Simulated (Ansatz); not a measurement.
**(Cl2Ga-mu-SbH2)3 (Cl6Ga3H6Sb3): structure and electronic state**

What does (Cl2Ga-mu-SbH2)3 (Cl6Ga3H6Sb3) look like as a singlet, and where do its frontier electrons sit?

Method: RKS PBE0-D4/def2-SVP; program: Ansatz 0.2.0, Gaussian basis.

The runs, in order: relaxation at r2SCAN-D4/def2-SVP; a single point at PBE0-D4/def2-SVP.

10 further runs of the same task are left out: 8 that didn't finish, 2 set aside as unsound or not needed. Runs told in other sessions of the task aren't counted.

## 1. Starting geometry

18 atoms, charge 0, spin multiplicity 1.

Atoms are counted from 1 here; the program's logs count them from 0.

Bond lengths: Ga1–Cl2 2.131 Å, Ga1–Cl3 2.094 Å, Ga1–Sb4 2.536 Å, Sb4–H13 1.729 Å, Sb4–H14 1.717 Å, Ga5–Cl6 2.097 Å, Ga5–Cl7 2.104 Å, Ga5–Sb8 2.556 Å, Sb8–H15 1.783 Å, Sb8–H16 1.715 Å, Ga9–Cl10 2.103 Å, Ga9–Cl11 2.119 Å, Ga9–Sb12 2.543 Å, Sb12–H17 1.728 Å, Sb12–H18 1.801 Å. Angles: Cl2–Ga1–Cl3 111.0°, Cl2–Ga1–Sb4 124.5°, Cl3–Ga1–Sb4 121.8°, Ga1–Sb4–H13 82.2°, Ga1–Sb4–H14 85.6°, H13–Sb4–H14 86.0°, Cl6–Ga5–Cl7 111.1°, Cl6–Ga5–Sb8 126.4°, Cl7–Ga5–Sb8 121.2°, Ga5–Sb8–H15 85.2°, Ga5–Sb8–H16 83.7°, H15–Sb8–H16 87.5°, Cl10–Ga9–Cl11 110.4°, Cl10–Ga9–Sb12 129.1°, Cl11–Ga9–Sb12 118.4°, Ga9–Sb12–H17 86.0°, Ga9–Sb12–H18 81.1°, H17–Sb12–H18 87.0°.

Sb takes a core potential in the def2 sets. No spin-orbit coupling is included.

The start is a GFN2-xTB geometry.

## 2. Optimising with r2SCAN-D4/def2-SVP

Contents of in.yaml:

```yaml
crystal:
  periodic: [false, false, false]
  atoms:
    - {symbol: Ga, position_ang: [1.503480, 1.624610, -0.466010]}
    - {symbol: Cl, position_ang: [2.654670, -0.107150, 0.001480]}
    - {symbol: Cl, position_ang: [2.335790, 3.337330, 0.405430]}
    - {symbol: Sb, position_ang: [-0.161640, 1.771600, -2.372620]}
    - {symbol: Ga, position_ang: [-2.089100, -1.003190, -2.288390]}
    - {symbol: Cl, position_ang: [-3.916680, 0.020970, -2.190190]}
    - {symbol: Cl, position_ang: [-1.521940, -1.348180, -4.285090]}
    - {symbol: Sb, position_ang: [-0.900530, -2.174260, -0.351810]}
    - {symbol: Ga, position_ang: [0.793930, -1.582170, 2.395230]}
    - {symbol: Cl, position_ang: [1.985610, -3.151870, 1.662540]}
    - {symbol: Cl, position_ang: [-1.010580, -2.342320, 3.204060]}
    - {symbol: Sb, position_ang: [1.459180, 0.807690, 2.954850]}
    - {symbol: H, position_ang: [-1.294320, 1.503470, -1.093450]}
    - {symbol: H, position_ang: [-0.277510, 3.436210, -1.966220]}
    - {symbol: H, position_ang: [-0.378720, -0.535910, 0.121750]}
    - {symbol: H, position_ang: [0.429760, -2.202460, -1.434150]}
    - {symbol: H, position_ang: [0.123760, 0.795230, 4.050930]}
    - {symbol: H, position_ang: [0.264830, 1.150390, 1.651640]}
basis:
  gaussian: {orbitals: def2-SVP}
hamiltonian: {xc: r2scan, dispersion: d4}
scf: {lower_state_search: "off"}
output: {orbitals: {seedname: orbitals}}
relax: {f_tol: 0.03, max_steps: 70}
```

Command:

```console
ansatz run in.yaml --threads 4 --pin off --events-out ev --progress --plain --max-ram 6963MiB
```

After this run come: Single point, PBE0-D4/def2-SVP.

**Question.** What will the summary of the whole plan be? Wanted: point group; commonest bond, hydrogen aside; HOMO, LUMO at PBE0-D4/def2-SVP; dipole at r2SCAN-D4/def2-SVP.

The runs gave:

| quantity | value |
| --- | --- |
| point group | C1 |
| commonest bond, hydrogen aside | Cl–Ga, 6 of mean length 2.172 Å |
| HOMO, LUMO at PBE0-D4/def2-SVP | -7.49, -3.23 eV |
| dipole at r2SCAN-D4/def2-SVP | 2.85 D |

The relaxation broke 0 and made 1 bonds, so the end is another structure than the start. No usable vibrations, so a minimum isn't proven. The HOMO lies nearest to Sb8 35 %; Ga5 14 % and the LUMO to Sb12 28 %; H18 14 %. The point group is read from a loosely relaxed geometry; soft torsions can leave it below the true symmetry.
